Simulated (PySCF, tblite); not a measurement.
**C7H11NSi: geometry, infrared bands and NMR shifts**

What infrared bands and NMR shifts should C7H11NSi (`C#C[C@H]([SiH3])/N=C(/C)C=C`) show?

Programs: tblite 0.8.0 and PySCF 2.14.0, with density-fitted response routines of our own. Each step states its level of theory. These are calculated values for one molecule in the gas phase, unless marked as measured. Atoms are numbered from 0 throughout.

## Step 1: The molecule as given

20 atoms, charge 0, multiplicity 1; geometry from: force field or distance geometry start.

Bonds of the start (Å): C0–C1 1.21, C1–C2 1.46, C2–Si3 1.89, C2–N4 1.47, N4–C5 1.29, C5–C6 1.51, C5–C7 1.49, C7–C8 1.34, C0–H9 1.06, C2–H10 1.11, Si3–H11 1.48, Si3–H12 1.47, Si3–H13 1.50, C6–H14 1.09, C6–H15 1.10, C6–H16 1.09, C7–H17 1.09, C8–H18 1.08, C8–H19 1.09.

## Step 2: Geometry optimisation with GFN2-xTB

The job: settings as JSON, then the geometry in Å.

```
{"job": {"kind": "relax", "xc": "GFN2-xTB", "basis": "xTB"}, "charge": 0, "multiplicity": 1}
C      2.298200    -2.150100    -0.172700
C      1.833500    -1.040500    -0.342600
C      1.276000     0.296500    -0.530300
Si     2.575700     1.673800    -0.480300
N      0.305200     0.522800     0.556600
C     -0.909100     0.091200     0.496700
C     -1.774600     0.441700     1.688600
C     -1.512700    -0.705800    -0.602500
C     -2.828500    -0.936000    -0.725900
H      2.686000    -3.123700    -0.013900
H      0.788500     0.375300    -1.519300
H      1.954300     3.003200    -0.679500
H      3.561100     1.483800    -1.560900
H      3.330800     1.687400     0.813400
H     -2.289500    -0.446000     2.064700
H     -1.167700     0.844100     2.518400
H     -2.509300     1.197800     1.405100
H     -0.847200    -1.141400    -1.342100
H     -3.211200    -1.526200    -1.546900
H     -3.564700    -0.537000    -0.029500
```

Run with:

```sh
OMP_NUM_THREADS=1 python probes_run.py task.json out
```

One launch serves the whole session: the jobs run in the order shown.

Output:

```text
step      E/eV     max force
  0    -683.36600    1.464
  1    -683.39458    3.489
  2    -683.44824    1.316
  3    -683.46657    0.818
  4    -683.47849    0.227
  5    -683.48814    0.295
  6    -683.49667    0.426
  7    -683.50236    0.258
  8    -683.50585    0.121
  9    -683.50802    0.130
 10    -683.50942    0.169
 11    -683.51082    0.106
 12    -683.51266    0.111
 13    -683.51443    0.119
 14    -683.51565    0.112
 15    -683.51661    0.095
 16    -683.51757    0.091
 17    -683.51853    0.101
 18    -683.51923    0.085
 19    -683.51972    0.056
 20    -683.52023    0.069
 21    -683.52094    0.113
 22    -683.52183    0.133
 23    -683.52274    0.101
 24    -683.52356    0.066
 25    -683.52432    0.079
 26    -683.52503    0.079
 27    -683.52562    0.066
 28    -683.52614    0.053
 29    -683.52674    0.076
 30    -683.52754    0.090
 31    -683.52848    0.105
 32    -683.52931    0.073
 33    -683.52994    0.060
 34    -683.53048    0.058
 35    -683.53103    0.064
 36    -683.53156    0.056
 37    -683.53198    0.040
 38    -683.53230    0.042
 39    -683.53259    0.041
 40    -683.53291    0.048
 41    -683.53328    0.051
 42    -683.53366    0.050
 43    -683.53398    0.047
 44    -683.53424    0.043
 45    -683.53448    0.037
 46    -683.53472    0.039
 47    -683.53492    0.039
 48    -683.53505    0.023
 49    -683.53513    0.023
 50    -683.53521    0.022
 51    -683.53529    0.031
 52    -683.53538    0.032
 53    -683.53545    0.020
 54    -683.53551    0.017
 55    -683.53557    0.018
 56    -683.53563    0.024
 57    -683.53571    0.028
 58    -683.53579    0.024
 59    -683.53585    0.019
 60    -683.53590    0.016
 61    -683.53595    0.014
 62    -683.53600    0.020
 63    -683.53606    0.022
 64    -683.53613    0.019
 65    -683.53618    0.013
 66    -683.53622    0.013
 67    -683.53626    0.016
 68    -683.53631    0.018
 69    -683.53637    0.019
 70    -683.53643    0.017
 71    -683.53648    0.019
 72    -683.53656    0.025
 73    -683.53667    0.029
 74    -683.53678    0.028
 75    -683.53686    0.019
 76    -683.53691    0.016
 77    -683.53696    0.017
 78    -683.53700    0.019
 79    -683.53703    0.014
 80    -683.53706    0.012
 81    -683.53709    0.019
 82    -683.53714    0.025
 83    -683.53722    0.030
 84    -683.53728    0.023
 85    -683.53731    0.013
 86    -683.53734    0.013
 87    -683.53737    0.014
 88    -683.53740    0.015
 89    -683.53744    0.016
 90    -683.53748    0.017
 91    -683.53754    0.024
 92    -683.53763    0.030
 93    -683.53779    0.038
 94    -683.53805    0.039
 95    -683.53838    0.044
 96    -683.53874    0.044
 97    -683.53912    0.049
 98    -683.53953    0.057
 99    -683.53998    0.058
100    -683.54049    0.068
101    -683.54072    0.179
102    -683.54154    0.082
103    -683.54219    0.058
104    -683.54320    0.100
105    -683.54392    0.088
106    -683.54342    0.153
107    -683.54473    0.172
108    -683.54500    0.113
109    -683.54545    0.059
110    -683.54570    0.107
111    -683.54644    0.057
112    -683.54715    0.046
113    -683.54819    0.070
114    -683.54869    0.174
115    -683.55033    0.061
116    -683.55126    0.073
117    -683.55227    0.078
118    -683.55296    0.070
119    -683.55388    0.077
120    -683.55607    0.192
121    -683.55704    0.269
122    -683.55949    0.116
123    -683.56113    0.155
124    -683.56331    0.147
125    -683.56534    0.115
126    -683.56681    0.145
127    -683.56730    0.402
128    -683.57087    0.123
129    -683.57366    0.237
130    -683.57731    0.159
131    -683.58009    0.117
132    -683.58233    0.240
133    -683.58216    0.237
134    -683.58652    0.144
135    -683.58900    0.154
136    -683.59208    0.176
137    -683.59323    0.239
138    -683.59495    0.144
139    -683.59645    0.069
140    -683.59902    0.106
141    -683.60065    0.130
142    -683.60192    0.069
143    -683.60274    0.054
144    -683.60323    0.055
145    -683.60359    0.053
146    -683.60405    0.074
147    -683.60443    0.082
148    -683.60476    0.053
149    -683.60506    0.051
150    -683.60535    0.039
151    -683.60563    0.043
152    -683.60594    0.033
153    -683.60620    0.027
154    -683.60640    0.027
155    -683.60658    0.035
156    -683.60680    0.041
157    -683.60707    0.041
158    -683.60735    0.043
159    -683.60759    0.038
160    -683.60781    0.043
161    -683.60804    0.039
162    -683.60828    0.030
163    -683.60846    0.021
164    -683.60858    0.019
165    -683.60867    0.021
166    -683.60876    0.018
167    -683.60886    0.022
168    -683.60895    0.027
169    -683.60904    0.028
170    -683.60913    0.027
171    -683.60921    0.028
172    -683.60926    0.023
173    -683.60929    0.019
174    -683.60931    0.012
175    -683.60933    0.011
176    -683.60936    0.013
177    -683.60938    0.010
178    -683.60939    0.009
```

It took 2.5 s on 1 thread of Arm Neoverse N1, shared host; peak memory 0.18 GiB.

The steps of the relaxation: (not every step is listed)

```
step  energy from step 0 (eV)  largest force (eV/Å)
   0                   0.0000                1.4639
   1                  -0.0286                3.4887
   2                  -0.0822                1.3158
   3                  -0.1006                0.8183
   4                  -0.1125                0.2271
   5                  -0.1221                0.2950
   6                  -0.1307                0.4261
   7                  -0.1364                0.2577
   8                  -0.1399                0.1214
  24                  -0.1576                0.0664
  40                  -0.1669                0.0479
  56                  -0.1696                0.0241
  72                  -0.1706                0.0247
  88                  -0.1714                0.0152
 104                  -0.1772                0.1002
 120                  -0.1901                0.1916
 136                  -0.2261                0.1763
 152                  -0.2399                0.0333
 168                  -0.2430                0.0267
 173                  -0.2433                0.0186
 174                  -0.2433                0.0124
 175                  -0.2433                0.0112
 176                  -0.2434                0.0131
 177                  -0.2434                0.0099
 178                  -0.2434                0.0088
```

Close pairs (by a distance rule), those that changed most:

```
   bond  before (Å)  after (Å)  change (Å)
  C2–N4       1.475      1.421      -0.054
Si3–H13       1.498      1.458      -0.040
 C2–Si3       1.894      1.934      +0.040
  C5–C7       1.486      1.464      -0.022
  N4–C5       1.290      1.271      -0.019
 C6–H15       1.104      1.086      -0.018
  C0–C1       1.215      1.198      -0.017
Si3–H11       1.481      1.466      -0.015
```

The end geometry stands in the next job.

## Step 3: Vibrational analysis with GFN2-xTB

The job: settings as JSON, then the geometry in Å.

```
{"job": {"kind": "ir", "xc": "GFN2-xTB", "basis": "xTB"}, "charge": 0, "multiplicity": 1}
C      3.366178    -1.878218     0.369577
C      2.438330    -1.210286     0.013089
C      1.307893    -0.416253    -0.416176
Si     1.917450     1.378835    -0.799818
N      0.373632    -0.295786     0.647125
C     -0.881216    -0.142246     0.516675
C     -1.657855     0.019262     1.792487
C     -1.623529    -0.106766    -0.744508
C     -2.916137     0.175220    -0.866525
H      4.175373    -2.469535     0.679595
H      0.907275    -0.864562    -1.340152
H      0.742385     2.123595    -1.261921
H      2.928857     1.289452    -1.853793
H      2.455641     1.952984     0.427170
H     -2.423460    -0.750413     1.872392
H     -0.977274    -0.062274     2.634847
H     -2.142691     0.993788     1.819115
H     -1.054734    -0.324302    -1.639858
H     -3.400085     0.186449    -1.829626
H     -3.541181     0.411737    -0.022731
```

Output:

```text
mode    cm-1     km/mol
  1      33.0      0.29
  2      58.1      0.04
  3      94.3      0.27
  4     115.9      0.78
  5     119.9      0.77
  6     128.3      0.47
  7     198.9      0.73
  8     234.2      0.76
  9     298.2      7.03
 10     302.7      2.88
 11     363.1      3.79
 12     372.2      1.02
 13     416.9      2.75
 14     461.7      1.43
 15     541.9     45.43
 16     550.3     39.44
 17     572.6     15.47
 18     613.8     36.90
 19     662.8     15.17
 20     677.7      5.76
 21     731.3      0.65
 22     759.0    173.26
 23     772.2    161.58
 24     775.6    450.83
 25     820.9      3.44
 26     895.5      8.07
 27     968.7     11.22
 28    1001.9     17.58
 29    1005.4     12.88
 30    1021.5     15.73
 31    1037.8      2.29
 32    1072.3     48.42
 33    1137.5     57.78
 34    1242.2     33.38
 35    1268.0     14.85
 36    1320.6      3.27
 37    1382.4     13.58
 38    1411.3      2.06
 39    1473.8      3.98
 40    1476.6      5.04
 41    1650.0      6.08
 42    1675.3      9.61
 43    2248.4    268.33
 44    2268.7    300.31
 45    2278.1     39.17
 46    2322.6    261.47
 47    2798.1     71.60
 48    3010.4     22.40
 49    3020.0     20.11
 50    3054.4     33.56
 51    3062.7     13.08
 52    3098.7     25.22
 53    3129.6     34.05
 54    3392.2      2.13
```

It took 1.4 s on 1 thread of Arm Neoverse N1, shared host; peak memory 0.18 GiB.

The strongest bands and the atoms that carry them (share of the mass-weighted mode):

```
cm⁻¹  km/mol                         atoms
 759   173.3  H12 57 %, H13 22 %, H11 13 %
 772   161.6            H11 51 %, H13 43 %
 776   450.8  H11 35 %, H12 33 %, H13 21 %
1138    57.8    H10 31 %, C2 24 %, N4 24 %
2248   268.3                      H11 97 %
2269   300.3                      H12 93 %
2323   261.5                      H13 97 %
2798    71.6                      H10 93 %
```

## Step 4: Shielding tensors: PBE0/pcSseg-1

Same as in step 3 but for these lines:

```diff
@@ -1,2 +1,2 @@
-{"job": {"kind": "ir", "xc": "GFN2-xTB", "basis": "xTB"}, "charge": 0, "multiplicity": 1}
+{"job": {"kind": "nmr", "xc": "PBE0", "basis": "pcSseg-1"}, "charge": 0, "multiplicity": 1}
 C      3.366178    -1.878218     0.369577
```

With the program's defaults for keys left out, this is: GIAO PBE0/pcSseg-1 NMR shielding, non-relativistic, gas phase.

Output:

```text
coarse grid: 17112 points
cycle   1  E = -616.7928016258  dE =  1.114e+00  |g| = 4.892e-01  |ddm| = 4.272e+00
cycle   2  E = -616.7870860379  dE =  5.716e-03  |g| = 5.318e-01  |ddm| = 1.336e+00
cycle   3  E = -616.8510882598  dE = -6.400e-02  |g| = 1.411e-01  |ddm| = 7.732e-01
cycle   4  E = -616.8548274491  dE = -3.739e-03  |g| = 4.845e-02  |ddm| = 1.662e-01
cycle   5  E = -616.8553000142  dE = -4.726e-04  |g| = 1.855e-02  |ddm| = 6.628e-02
cycle   6  E = -616.8553818027  dE = -8.179e-05  |g| = 6.338e-03  |ddm| = 1.987e-02
cycle   7  E = -616.8553909210  dE = -9.118e-06  |g| = 1.466e-03  |ddm| = 6.132e-03
final grid: 160472 points
cycle   8  E = -616.9097606637  dE = -5.151e-05  |g| = 7.560e-03  |ddm| = 5.769e-02
cycle   9  E = -616.9097521622  dE =  8.502e-06  |g| = 9.660e-03  |ddm| = 1.778e-02
cycle  10  E = -616.9097732840  dE = -2.112e-05  |g| = 3.198e-03  |ddm| = 1.119e-02
cycle  11  E = -616.9097757665  dE = -2.483e-06  |g| = 3.444e-04  |ddm| = 2.771e-03
cycle  12  E = -616.9097757910  dE = -2.448e-08  |g| = 1.471e-04  |ddm| = 4.957e-04
cycle  13  E = -616.9097757960  dE = -5.027e-09  |g| = 5.538e-05  |ddm| = 1.883e-04
cycle  14  E = -616.9097757967  dE = -7.012e-10  |g| = 1.528e-05  |ddm| = 6.583e-05
converged SCF energy = -616.9097757967

GIAO shielding tensors (ppm)
atom      isotropic    diamagn.    paramagn.     s11        s22        s33       span
  0 C      110.037     258.053    -148.016     39.960     48.600    241.551    201.591
  1 C       98.510     257.882    -159.372     -1.427      0.303    296.653    298.079
  2 C      145.744     248.393    -102.650    123.774    144.739    168.718     44.944
  3 Si     410.804     879.452    -468.648    376.960    398.476    456.975     80.015
  4 N     -105.804     334.132    -439.936   -422.396   -113.764    218.748    641.144
  5 C       23.030     256.317    -233.287    -70.445     10.541    128.994    199.439
  6 C      159.581     249.687     -90.106    141.832    150.547    186.363     44.531
  7 C       56.207     258.632    -202.425    -60.770     57.107    172.284    233.054
  8 C       57.466     253.957    -196.491    -54.605     57.541    169.462    224.067
  9 H       29.900      34.269      -4.369     25.023     25.043     39.633     14.610
 10 H       26.826      30.835      -4.009     22.224     28.098     30.156      7.933
 11 H       28.097      29.843      -1.746     24.048     27.814     32.427      8.379
 12 H       27.649      28.380      -0.731     24.502     25.616     32.829      8.327
 13 H       27.730      29.080      -1.349     25.147     26.229     31.815      6.668
 14 H       29.509      29.908      -0.399     26.045     28.311     34.172      8.127
 15 H       29.419      30.359      -0.940     25.503     28.997     33.758      8.254
 16 H       29.341      30.759      -1.417     26.128     28.272     33.625      7.497
 17 H       24.944      34.375      -9.431     21.750     22.128     30.954      9.203
 18 H       25.808      28.713      -2.906     23.651     24.831     28.942      5.291
 19 H       25.810      31.330      -5.520     22.933     24.637     29.861      6.928
```

It took 68 s on 1 thread of Arm Neoverse N1, shared host; peak memory 1 GiB.

The references, computed at this level on geometries of the same kind, shield at (ppm): ¹H TMS 31.72, ¹³C TMS 186.9, ²⁹Si TMS 349.2, ¹⁵N NH3 267.7. Their shielding less the atom's gives the shift. The references are single molecules in the gas phase, so shifts against H2O, NH3, PH3, H3PO4 or CFCl3 are not on the usual liquid scales and can be off by tens of ppm. Atoms listed in one row are averaged.

```
        atoms                                          environment  σ (ppm)  δ (ppm)  δ scaled to CDCl3
           C5                                           C=N carbon     23.0    163.9              158.0
           C7                                            alkene CH     56.2    130.7              125.7
           C8                                 terminal =CH2 carbon     57.5    129.5              124.4
           C1                                        alkyne carbon     98.5     88.4               84.4
           C0                               terminal alkyne carbon    110.0     76.9               73.1
           C2                propargylic sp3 CH bonded to N and Si    145.7     41.2               38.3
           C6                                        methyl carbon    159.6     27.3               24.8
          H17                             hydrogen on an alkene CH    24.94     6.77               6.49
          H18                   hydrogen on a terminal =CH2 carbon    25.81     5.91               5.68
          H19                   hydrogen on a terminal =CH2 carbon    25.81     5.91               5.67
          H10  hydrogen on a propargylic sp3 CH bonded to N and Si    26.83     4.89               4.72
H11, H12, H13                    hydrogen on a silicon bonded to C    27.83     3.89                  –
H14, H15, H16                          hydrogen on a methyl carbon    29.42     2.29               2.27
           H9                 hydrogen on a terminal alkyne carbon    29.90     1.82               1.82
          Si3                             silicon bonded to C, 3 H    410.8    -61.6                  –
           N4                                       imine nitrogen   -105.8    373.5                  –
```

The scaled column applies a straight-line fit of computed shieldings to shifts measured in CDCl3 (root-mean-square error 0.16 ppm for H, 1.9 ppm for C).

Charges from the same density, by scheme (e):

```
atoms  Mulliken    IAO  Hirshfeld  ESP fit
   C0     -0.39  -0.25      -0.12    -0.47
   C1      0.38  -0.02      -0.05     0.07
   C2     -0.39  -0.27      -0.06     0.00
  Si3      0.56   0.63       0.32     0.27
   N4     -0.39  -0.28      -0.14    -0.56
   C5      0.00   0.16       0.09     0.72
   C6     -0.18  -0.44      -0.12    -0.61
   C7     -0.21  -0.18      -0.05    -0.32
   C8     -0.10  -0.28      -0.07    -0.39
```

Mayer bond orders: C0–C1 2.48, C1–C2 0.99, C2–Si3 0.82, C2–N4 1.03, N4–C5 1.88, C5–C6 1.04, C5–C7 1.03, C7–C8 1.93.

## Step 5: What came out

```
                                                              quantity                                            value
                             strongest single infrared mode (GFN2-xTB)                             776 cm⁻¹, 451 km/mol
                                          zero-point energy (GFN2-xTB)                                    93.5 kcal/mol
                                ¹³C shifts against TMS (PBE0/pcSseg-1)  163.9, 130.7, 129.5, 88.4, 76.9, 41.2, 27.3 ppm
¹H shifts against TMS (PBE0/pcSseg-1, means over atoms taken as alike)     6.77, 5.91, 5.91, 4.89, 3.89, 2.29, 1.82 ppm
                               ²⁹Si shifts against TMS (PBE0/pcSseg-1)                                        -61.6 ppm
                                ¹⁵N shifts against NH3 (PBE0/pcSseg-1)                                        373.5 ppm
```

In words: Relaxing lowered the energy by 0.243 eV in 178 steps; the close pair that moved most is C2–N4, from 1.475 to 1.421 Å. No mode is imaginary among the 54: a minimum at this level. GFN2-xTB is a fitted tight-binding method: band positions and strengths are rough. Its intensities can rank the bands wrongly. The most deshielded hydrogen is H17 (hydrogen on an alkene CH), at 6.77 ppm: olefinic region. At PBE0/pcSseg-1: The largest span, 641 ppm, is at N4, where the paramagnetic term is -440 ppm.
